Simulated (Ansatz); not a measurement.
# CH6BFOSi: one species, many methods

An exercise on one series of results from a longer session: the logs are not shown, and one member is left open.

Program: Ansatz 0.2.0, Gaussian basis. Level of theory: functionals in def2-TZVPP, the program's frozen cores in correlated methods. These are calculated values, not measurements.

Plan: PBE-D4, r2SCAN-D4, PBE0-D4, B3LYP-D4, ωB97X-V, ωB97M-V, B2PLYP; CCSD(T)/def2-TZVPP; MP2/def2-QZVPP; extrapolation to the limit.

### The relaxed structure

All runs share one geometry, relaxed beforehand with PBE0-D4 in a triple-zeta def2 set.

SMILES `CB(F)[SiH2]O`, 11 atoms, charge 0, spin multiplicity 1.

Atoms are counted from 1 here; the program's logs count them from 0.

Bond lengths: C1–B2 1.558 Å, C1–H6 1.099 Å, C1–H7 1.092 Å, C1–H8 1.094 Å, B2–F3 1.334 Å, B2–Si4 2.044 Å, Si4–O5 1.658 Å, Si4–H9 1.487 Å, Si4–H10 1.496 Å, O5–H11 0.957 Å. Angles: B2–C1–H6 108.0°, B2–C1–H7 113.5°, B2–C1–H8 111.8°, H6–C1–H7 107.6°, H6–C1–H8 105.5°, H7–C1–H8 109.9°, C1–B2–F3 118.6°, C1–B2–Si4 125.0°, F3–B2–Si4 116.4°, B2–Si4–O5 112.9°, B2–Si4–H9 110.5°, B2–Si4–H10 109.4°, O5–Si4–H9 105.2°, O5–Si4–H10 110.9°, H9–Si4–H10 107.9°, Si4–O5–H11 117.5°.

Coordinates:

```xyz
11
CH6BFOSi
C    -0.37739   -1.30776    1.03222
B     0.75036   -0.43012    0.41148
F     2.00730   -0.62982    0.81073
Si    0.45662    1.05563   -0.96166
O    -1.11889    1.16339   -1.46738
H    -0.92360   -0.69370    1.76233
H    -0.00392   -2.19080    1.55568
H    -1.11929   -1.60474    0.28564
H     1.24375    0.78981   -2.19464
H     0.92316    2.35736   -0.39156
H    -1.77280    1.43366   -0.82244
```

The first run:

Input file in.yaml:

```yaml
crystal:
  periodic: [false, false, false]
  atoms:
    - {symbol: C, position_ang: [-0.377392, -1.307760, 1.032220]}
    - {symbol: B, position_ang: [0.750365, -0.430124, 0.411476]}
    - {symbol: F, position_ang: [2.007295, -0.629822, 0.810726]}
    - {symbol: Si, position_ang: [0.456620, 1.055633, -0.961660]}
    - {symbol: O, position_ang: [-1.118889, 1.163386, -1.467382]}
    - {symbol: H, position_ang: [-0.923603, -0.693703, 1.762334]}
    - {symbol: H, position_ang: [-0.003915, -2.190798, 1.555683]}
    - {symbol: H, position_ang: [-1.119293, -1.604737, 0.285641]}
    - {symbol: H, position_ang: [1.243749, 0.789811, -2.194644]}
    - {symbol: H, position_ang: [0.923160, 2.357358, -0.391561]}
    - {symbol: H, position_ang: [-1.772798, 1.433657, -0.822435]}
basis:
  gaussian: {orbitals: def2-TZVPP}
hamiltonian: {xc: pbe, dispersion: d4}
output: {forces: true, orbitals: {seedname: orbitals}}
```

On the command line:

```sh
> ansatz run in.yaml --threads 4 --pin off --events-out ev --progress --plain --max-ram 10444MiB
```

Among the steps run: PBE-D4 (GGA); r2SCAN-D4 (meta-GGA); PBE0-D4 (hybrid); B3LYP-D4 (hybrid); ωB97X-V (range-separated); ωB97M-V (range-separated); B2PLYP (double hybrid); CCSD(T) in def2-TZVPP; MP2 in def2-QZVPP.

One of the session's tables, all rows but one given; the rest of the session is left out.

```
            method  atomisation energy (kJ/mol)
            PBE-D4                       4207.1
         r2SCAN-D4                       4171.5
           PBE0-D4                       4141.7
          B3LYP-D4                            ?
           ωB97X-V                       4166.5
           ωB97M-V                       4166.5
            B2PLYP                       4116.7
     HF/def2-TZVPP                       3133.6
    MP2/def2-TZVPP                       4126.5
   CCSD/def2-TZVPP                       4002.2
CCSD(T)/def2-TZVPP                       4052.7
           MP2/CBS                       4228.5
       CCSD(T)/CBS                       4154.8
```

**Question.** Estimate the row for B3LYP-D4.

As computed: atomisation energy (kJ/mol): 4152.6. In the column «atomisation energy (kJ/mol)» it lies between PBE0-D4 (4141.7) and CCSD(T)/CBS (4154.8).

Caveats from the session: Free atoms (1 C, 1 B, 1 F, 1 Si, 1 O, 6 H) were run apart at each level; the atomisation energy is their sum less the molecule, without zero-point or spin-orbit terms.
